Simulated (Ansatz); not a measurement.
# Ag+ with SO₂: superposition error and deformation, part 2 of 2

Ansatz 0.2.0, Gaussian basis. The steps go on from the part before.

## (12) wB97X-V/def2-TZVPPD

free-b/in.yaml

```yaml
crystal:
  periodic: [false, false, false]
  atoms:
    - {symbol: O, position_ang: [-0.527526, -0.711132, 0.059416]}
    - {symbol: S, position_ang: [-0.000024, 0.010288, 1.177322]}
    - {symbol: O, position_ang: [0.840737, 1.142910, 0.935026]}
basis:
  gaussian: {orbitals: "def2-TZVPPD.json"}
hamiltonian: {xc: {name: wB97X-V}}
```

On the command line:

```
> ansatz run in.yaml --threads 4 --pin off --events-out ev --progress --plain --max-ram 9574MiB
```

The program printed (excerpt; [...] marks lines left out):

```text
Functional definition: wB97X-V
  name "wB97X-V"
  cite "Mardirossian & Head-Gordon, Phys. Chem. Chem. Phys. 16, 9904 (2014) doi:10.1039/C3CP54374A"
  cite "Becke, J. Chem. Phys. 107, 8554 (1997) doi:10.1063/1.475007"
  cite "Vydrov & Van Voorhis, J. Chem. Phys. 133, 244103 (2010) doi:10.1063/1.3521275"
[...]
      + integral(e_c_pw_opposite_spin*poly(b97_u_opposite, cos0, cos1)) + vv10(b, c)
707 factors; their error is unknown
163 factors; integrals over basis functions are off by at most 3.8e-5 eV
[...]
mean field -14928.02397846 eV, -548.5947626304 hartree, gradient 2.0e-5 eV, S^2 0.000000; 0 other end points of the search recorded, 0 dependent functions left out
reference -14928.02397625 eV, -548.5947625490 hartree; 16, 16 occupied and 115, 115 virtual orbitals, 707 factors
Total energy: -14928.02397625 eV, -548.5947625490 hartree
```

Wall time 1.8 s (4 threads of Arm Neoverse V1, shared host).

## (13) wB97M-V/def2-TZVPPD

free-b/in.yaml: that of step 12 with these lines changed.

```diff
@@ -8,2 +8,2 @@
   gaussian: {orbitals: "def2-TZVPPD.json"}
-hamiltonian: {xc: {name: wB97X-V}}
+hamiltonian: {xc: {name: wB97M-V}}
```

On the command line:

```
> ansatz run in.yaml --threads 4 --pin off --events-out ev --progress --plain --max-ram 9574MiB
```

The program printed (excerpt; [...] marks lines left out):

```text
[... 5 set-up lines as earlier in the session ...]
  # Of w^i u^j: cxij and so on, Table III.
[...]
  gx(w, u) = 1 - cx + cx01*u + cx10*w
  gss(w, u) = css00 + css04*u^4 + css10*w + css20*w^2 + css43*w^4*u^3
  gos(w, u) = cos00 + cos10*w + (cos20 + cos21*u)*w^2 + (cos60 + cos61*u)*w^6
[...]
      + integral(e_c_pw_mod_opposite_spin*gos(b97_w_opposite, b97_u_opposite)) + vv10(b, c)
686 factors; their error is unknown
163 factors; integrals over basis functions are off by at most 3.8e-5 eV
[...]
mean field -14929.75278190 eV, -548.6582949849 hartree, gradient 2.7e-5 eV, S^2 0.000000; 0 other end points of the search recorded, 0 dependent functions left out
reference -14929.75283832 eV, -548.6582970583 hartree; 16, 16 occupied and 115, 115 virtual orbitals, 686 factors
Total energy: -14929.75283832 eV, -548.6582970583 hartree
```

Wall time 2 s (4 threads of Arm Neoverse V1, shared host).

## (14) B2PLYP/def2-TZVPPD

free-b/in.yaml: that of step 13 with these lines changed.

```diff
@@ -8,2 +8,2 @@
   gaussian: {orbitals: "def2-TZVPPD.json"}
-hamiltonian: {xc: {name: wB97M-V}}
+hamiltonian: {xc: {name: B2PLYP}}
```

On the command line:

```
> ansatz run in.yaml --threads 4 --pin off --events-out ev --progress --plain --max-ram 9574MiB
```

The program printed (excerpt; [...] marks lines left out):

```text
[... 5 set-up lines as earlier in the session ...]
[...]
803 factors; integrals over basis functions are off by at most 6.7e-4 eV
[...]
mean field -14919.45709636 eV, -548.2799355199 hartree, gradient 2.0e-6 eV, S^2 0.000000; 0 other end points of the search recorded, 0 dependent functions left out
7 core orbitals not correlated: weight in the atoms' cores, before any rotation towards them, 1.000 or more for the frozen orbitals, at most 0.000 for the correlated occupied ones
reference -14919.45723539 eV, -548.2799406294 hartree; 9, 9 occupied and 115, 115 virtual orbitals, 803 factors
second order -22.30424693 eV of doubles, -0.00000000 eV of singles
Total energy: -14925.47938206 eV, -548.5012504375 hartree
```

Wall time 1.2 s (4 threads of Arm Neoverse V1, shared host).

## (15) BLYP-D4/def2-TZVPPD

free-b/in.yaml: that of step 14 with these lines changed.

```diff
@@ -8,2 +8,2 @@
   gaussian: {orbitals: "def2-TZVPPD.json"}
-hamiltonian: {xc: {name: B2PLYP}}
+hamiltonian: {xc: {name: BLYP}, dispersion: d4}
```

On the command line:

```
> ansatz run in.yaml --threads 4 --pin off --events-out ev --progress --plain --max-ram 9574MiB
```

The program printed:

```text
Functional definition: BLYP
  name "BLYP"
[... 2 set-up lines as earlier in the session ...]
  parameter beta = 0.0042
  parameter a = 0.04918
  parameter b = 0.132
  parameter c = 0.2533
  parameter d = 0.349
  exchange = b88_x(beta = beta)
  correlation = lyp_c(a = a, b = b, c = c, d = d)
686 factors; their error is unknown
mean field evaluation 1: about -14919.5717 eV, gradient 8.6e1 eV
mean field evaluation 2: about -14846.1329 eV, gradient 2.1e2 eV
mean field evaluation 4: about -14931.0907 eV, gradient 6.9e0 eV
mean field evaluation 8: about -14931.1802 eV, gradient 8.0e-2 eV
mean field evaluation 16: about -14931.1802 eV, gradient 8.6e-6 eV
mean field -14931.18018343 eV, -548.7107510237 hartree, gradient 8.0e-6 eV, S^2 0.000000; 0 other end points of the search recorded, 0 dependent functions left out
reference -14931.18047714 eV, -548.7107618173 hartree; 16, 16 occupied and 115, 115 virtual orbitals, 686 factors
Total energy: -14931.28229655 eV, -548.7145036116 hartree
```

It took 0.65 s on 4 threads of Arm Neoverse V1, shared host.

## (16) revPBE-D4/def2-TZVPPD

free-b/in.yaml: that of step 15 with these lines changed.

```diff
@@ -8,2 +8,2 @@
   gaussian: {orbitals: "def2-TZVPPD.json"}
-hamiltonian: {xc: {name: BLYP}, dispersion: d4}
+hamiltonian: {xc: {name: revPBE}, dispersion: d4}
```

On the command line:

```
> ansatz run in.yaml --threads 4 --pin off --events-out ev --progress --plain --max-ram 9574MiB
```

The program printed (excerpt; [...] marks lines left out):

```text
Functional definition: revPBE
  name "revPBE"
  cite "Zhang & Yang, Phys. Rev. Lett. 80, 890 (1998) doi:10.1103/PhysRevLett.80.890"
[... 1 set-up line as earlier in the session ...]
  parameter kappa = 1.245
[... 3 set-up lines as earlier in the session ...]
686 factors; their error is unknown
mean field evaluation 1: about -14918.2612 eV, gradient 7.9e1 eV
mean field evaluation 2: about -14857.5158 eV, gradient 1.9e2 eV
mean field evaluation 4: about -14928.2188 eV, gradient 5.9e0 eV
mean field evaluation 8: about -14928.2813 eV, gradient 7.5e-2 eV
mean field -14928.28128222 eV, -548.6042183690 hartree, gradient 3.0e-5 eV, S^2 0.000000; 0 other end points of the search recorded, 0 dependent functions left out
reference -14928.28133829 eV, -548.6042204298 hartree; 16, 16 occupied and 115, 115 virtual orbitals, 686 factors
Total energy: -14928.43462453 eV, -548.6098535951 hartree
```

Wall time 0.6 s (4 threads of Arm Neoverse V1, shared host).

## (17) B97M-V/def2-TZVPPD

free-b/in.yaml: that of step 16 with these lines changed.

```diff
@@ -8,2 +8,2 @@
   gaussian: {orbitals: "def2-TZVPPD.json"}
-hamiltonian: {xc: {name: revPBE}, dispersion: d4}
+hamiltonian: {xc: {name: B97M-V}}
```

On the command line:

```
> ansatz run in.yaml --threads 4 --pin off --events-out ev --progress --plain --max-ram 9574MiB
```

The program printed (excerpt; [...] marks lines left out):

```text
[... 5 set-up lines as earlier in the session ...]
  # Of w^i u^j: cxij and so on, Table III.
[...]
  gx(w, u) = cx00 + cx01*u + cx02*u^2 + (cx10 + cx11*u)*w
  gss(w, u) = css00 + css02*u^2 + css10*w + (css32*w^3 + css42*w^4)*u^2
  gos(w, u) = cos00 + cos01*u + cos03*u^3 + cos10*w + cos32*w^3*u^2
[...]
      + integral(e_c_pw_mod_opposite_spin*gos(b97_w_opposite, b97_u_opposite)) + vv10(b, c)
686 factors; their error is unknown
[...]
mean field -14927.12683736 eV, -548.5617933028 hartree, gradient 1.8e-5 eV, S^2 0.000000; 0 other end points of the search recorded, 0 dependent functions left out
reference -14927.12690195 eV, -548.5617956766 hartree; 16, 16 occupied and 115, 115 virtual orbitals, 686 factors
Total energy: -14927.12690195 eV, -548.5617956766 hartree
```

Wall time 1.9 s (4 threads of Arm Neoverse V1, shared host).

## (18) HSE06-D4/def2-TZVPPD

free-b/in.yaml: that of step 17 with these lines changed.

```diff
@@ -8,2 +8,2 @@
   gaussian: {orbitals: "def2-TZVPPD.json"}
-hamiltonian: {xc: {name: B97M-V}}
+hamiltonian: {xc: hse06, dispersion: d4}
```

On the command line:

```
> ansatz run in.yaml --threads 4 --pin off --events-out ev --progress --plain --max-ram 9574MiB
```

The program printed (excerpt; [...] marks lines left out):

```text
Functional definition: HSE06
  name "HSE06"
  cite "Heyd, Scuseria & Ernzerhof, J. Chem. Phys. 118, 8207 (2003) doi:10.1063/1.1564060"
  cite "Krukau, Vydrov, Izmaylov & Scuseria, J. Chem. Phys. 125, 224106 (2006) doi:10.1063/1.2404663"
  cite "Heyd & Scuseria, J. Chem. Phys. 120, 7274 (2004) doi:10.1063/1.1668634"
  cite "Ernzerhof & Perdew, J. Chem. Phys. 109, 3313 (1998) doi:10.1063/1.476928"
[... 2 set-up lines as earlier in the session ...]
[...]
  # The whole range is PBE's own exchange, as in plane waves. The composition of these papers is wPBEh.
[...]
724 factors; their error is unknown
48 factors; integrals over basis functions are off by at most 9.5e-5 eV
[...]
mean field -14922.75782584 eV, -548.4012350911 hartree, gradient 5.6e-5 eV, S^2 0.000000; 0 other end points of the search recorded, 0 dependent functions left out
reference -14922.75787085 eV, -548.4012367453 hartree; 16, 16 occupied and 115, 115 virtual orbitals, 724 factors
Total energy: -14922.79089186 eV, -548.4024502449 hartree
```

Wall time 0.75 s (4 threads of Arm Neoverse V1, shared host).

## (19) CCSD(T)/def2-TZVPPD

free-b/in.yaml: that of step 18 with these lines changed.

```diff
@@ -8,2 +8,2 @@
   gaussian: {orbitals: "def2-TZVPPD.json"}
-hamiltonian: {xc: hse06, dispersion: d4}
+correlation: {method: ccsd_t}
```

On the command line:

```
> ansatz run in.yaml --threads 4 --pin off --events-out ev --progress --plain --max-ram 9574MiB
```

The program printed (excerpt; [...] marks lines left out):

```text
[... 4 set-up lines as earlier in the session ...]
[...]
803 factors; integrals over basis functions are off by at most 6.7e-4 eV
[...]
mean field -14892.94710020 eV, -547.3057111303 hartree, gradient 3.3e-6 eV, S^2 0.000000; 0 other end points of the search recorded, 0 dependent functions left out
7 core orbitals not correlated: weight in the atoms' cores, before any rotation towards them, 1.000 or more for the frozen orbitals, at most 0.000 for the correlated occupied ones
reference -14892.94710020 eV, -547.3057111303 hartree; 9, 9 occupied and 115, 115 virtual orbitals, 803 factors
second order -17.92273246 eV of doubles, -0.00000000 eV of singles
cycle   1  -16.97412643 eV  change    9.5e-1 eV  update   1.4e-1
[...]
cycle  10  -17.73974059 eV  change    1.8e-5 eV  update   1.2e-5
perturbative correction -0.92705627 eV, -0.0340686895 hartree
Total energy: -14911.61389706 eV, -547.9917032622 hartree
```

It took 2.1 s on 4 threads of Arm Neoverse V1, shared host; peak memory 0.48 GiB.

## (20) The split

| method | interaction with counterpoise (meV) | without | superposition error | deformation | binding energy |
| --- | --- | --- | --- | --- | --- |
| PBE-D4 | -1220 | -1224 | 4 | 18 | -1202 |
| revPBE-D4 | -1123 | -1127 | 5 | 14 | -1108 |
| BLYP-D4 | -1251 | -1256 | 5 | 13 | -1238 |
| r2SCAN-D4 | -1226 | -1230 | 4 | 30 | -1197 |
| B97M-V | -1181 | -1184 | 3 | 37 | -1144 |
| PBE0-D4 | -1117 | -1121 | 4 | 41 | -1076 |
| B3LYP-D4 | -1178 | -1182 | 4 | 34 | -1144 |
| HSE06-D4 | -1114 | -1118 | 4 | 41 | -1073 |
| wB97X-V | -1073 | -1077 | 4 | 43 | -1031 |
| wB97M-V | -1083 | -1087 | 4 | 43 | -1039 |
| B2PLYP | -1046 | -1072 | 26 | 29 | -1017 |
| Hartree-Fock | -788 | -791 | 3 | 82 | -706 |
| MP2 | -993 | -1061 | 68 | 28 | -964 |
| CCSD | -963 | -1025 | 62 | 44 | -919 |
| CCSD(T) | -980 | -1052 | 73 | 32 | -948 |

## (21) Results

The summary covers parts 1 to 2.

```
            quantity     value
interaction, CCSD(T)  -980 meV
 superposition error    73 meV
         deformation    32 meV
      binding energy  -948 meV
```

**Reading.** In this basis the superposition error is 73 meV for CCSD(T) and 4 meV on average for the plain functionals: correlated methods borrow far more, since they need many more functions to converge. Deformation takes back 3 % of the interaction. The restricted Hartree–Fock reference is unstable towards an unrestricted one at one or more of these structures.
